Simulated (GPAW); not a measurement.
Al3Pd:

```
Pd Al
1.0
     3.94691    0.00000    0.00000
     0.00000    3.94691    0.00000
     0.00000    0.00000    3.94691
Pd Al
1 3
Direct
  0.00000 0.00000 0.00000
  0.50000 0.50000 0.00000
  0.50000 0.00000 0.50000
  0.00000 0.50000 0.50000
```

The cell comes from a database or a generator and needn't be the stable form of this composition.

| Item | Value |
| --- | --- |
| Program | GPAW 26.7.0 |
| Task | single point |
| Functional | PBEsol |
| Potentials or basis | PAW data sets generated in the run's folder for this functional |
| Cutoff | 600 eV |
| Basis | pw |
| k mesh | 7 × 7 × 7 |
| Occupations | fermi-dirac, width 0.05 eV |
| Spin | no spin polarisation |

On this cell: pressure -1.5 GPa; largest force zero by symmetry; band gap on the k mesh none (metal or under the smearing width).

The same run follows on a disturbed copy (atoms moved at random, drawn with an rms of 0.05 Å):

```
CELL_PARAMETERS angstrom
3.94691 0.00000 0.00000
0.00000 3.94691 0.00000
0.00000 0.00000 3.94691
ATOMIC_POSITIONS crystal
Pd 0.99924 0.00047 0.00216
Al 0.48637 0.49260 0.02024
Al 0.48967 0.00460 0.49874
Al 0.99742 0.50342 0.50314
```

Question: What changes?

Answer: The energy (extrapolated to zero smearing) moves by +7.5 meV/atom; pressure -1.2 GPa; largest force 0.556 eV/Å; band gap on the k mesh none (metal or under the smearing width).

Forces in eV/Å, atoms in the order of the input:
```
Pd  -0.091 -0.033 -0.061
Al   0.206  0.199 -0.477
Al   0.147 -0.173  0.308
Al  -0.262  0.007  0.230
```

Stress tensor (GPa, compression positive):
```
-1.33  0.06 -0.11
 0.06 -1.20 -0.19
-0.11 -0.19 -1.18
```
